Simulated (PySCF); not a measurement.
# C2H2N2Si: the cost of one run

Computed with PySCF 2.14.0, with density-fitted response routines of our own, on a single molecule in the gas phase. Atoms are numbered from 0 throughout.

## 1. The molecule as given

7 atoms, charge 0, multiplicity 1; geometry from: GFN2-xTB. The atoms were then displaced at random by about 0.01 Å, so the start is not that level's minimum.

Bonds of the start (Å): N0–C1 1.14, C1–Si2 1.86, Si2–C3 1.91, C3–N4 1.12, Si2–H5 1.47, Si2–H6 1.45.

## 2. Optimising the geometry at PBE0-D3(BJ)/def2-SVP

The job: settings as JSON, then the geometry in Å.

```
{"job": {"xc": "PBE0", "basis": "def2-SVP", "d3": "d3bj", "grid": 1, "shake": 0.01, "kind": "geom"}, "charge": 0, "multiplicity": 1}
N     -2.356940    -1.234110    -0.010820
C     -1.471980    -0.519970    -0.006510
Si    -0.019650     0.638010     0.001840
C      1.500300    -0.513010    -0.026960
N      2.375240    -1.214900    -0.055640
H      0.005200     1.387080     1.266110
H      0.001780     1.427790    -1.217960
```

Started as:

```console
> OMP_NUM_THREADS=1 python probes_run.py task.json out
```

This one command runs all jobs of the session in turn.

**Question.** How long does this first job take on 1 thread of Arm Neoverse V1, shared host, and how much memory does it need?

About 17 s, with a peak of 0.36 GiB.
